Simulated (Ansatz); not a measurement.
# H2OV: the cost of one run

Method: def2-SVP, all electrons in the functionals, frozen cores in the correlation of double hybrids and RPA; program: Ansatz 0.2.0, Gaussian basis.

The runs, in order: wB97M-V, B2PLYP, at 1.768 Å; 1.976 Å; 2.202 Å; 2.449 Å; 2.663 Å; 2.985 Å; 3.562 Å; 4.170 Å; 4.755 Å; 6.089 Å; 7.371 Å.

30 further runs of the same task are left out: 11 for a known fault of the program, 15 that didn't finish, 4 set aside as unsound or not needed.

**1. The geometry**

The geometry derives from a PBE0/def2-TZVP stationary point (not a proven minimum). One bond is set to the value named and the two fragments are kept rigid.

4 atoms, charge 0, spin multiplicity 6.

Atoms are counted from 1 here; the program's logs count them from 0.

Bond lengths: V1–O2 2.202 Å, O2–H3 0.962 Å, O2–H4 0.962 Å. Angles: V1–O2–H3 125.8°, V1–O2–H4 125.8°, H3–O2–H4 108.4°.

Geometry (Å):

```xyz
4
H2OV
V     0.0000    0.0000    0.5917
O     0.0000    0.0000   -1.6102
H     0.0000    0.7803   -2.1727
H     0.0000   -0.7803   -2.1727
```

No dispersion term is added; wB97M-V holds VV10 nonlocal correlation.

The geometry shown and the zero of energy belong to the point 2.202 Å. The yardstick, UCCSD(T), and other wave-function levels (R restricted, U unrestricted, valence and pair active spaces) come from earlier runs.

**2. wB97M-V, 1.768 Å**

The input, in.yaml:

```yaml
crystal:
  periodic: [false, false, false]
  atoms:
    - {symbol: V, position_ang: [0.000000, 0.000000, 0.478342]}
    - {symbol: O, position_ang: [0.000000, 0.000000, -1.289658]}
    - {symbol: H, position_ang: [0.000000, 0.780254, -1.852159]}
    - {symbol: H, position_ang: [0.000000, -0.780254, -1.852159]}
basis:
  gaussian: {orbitals: def2-SVP}
magnetization: {spin_polarized: true, initial_magnetization: 5}
hamiltonian: {xc: {name: wB97M-V}}
output: {orbitals: {seedname: orbitals}}
```

The run is started by

```console
> ansatz run in.yaml --threads 1 --pin off --events-out ev --progress --plain --max-ram 2393MiB
```

**Question.** How long does this run take on 1 thread of Arm Neoverse V2, shared host, and how much memory does it need?

About 26 s, with a peak of 0.27 GiB.
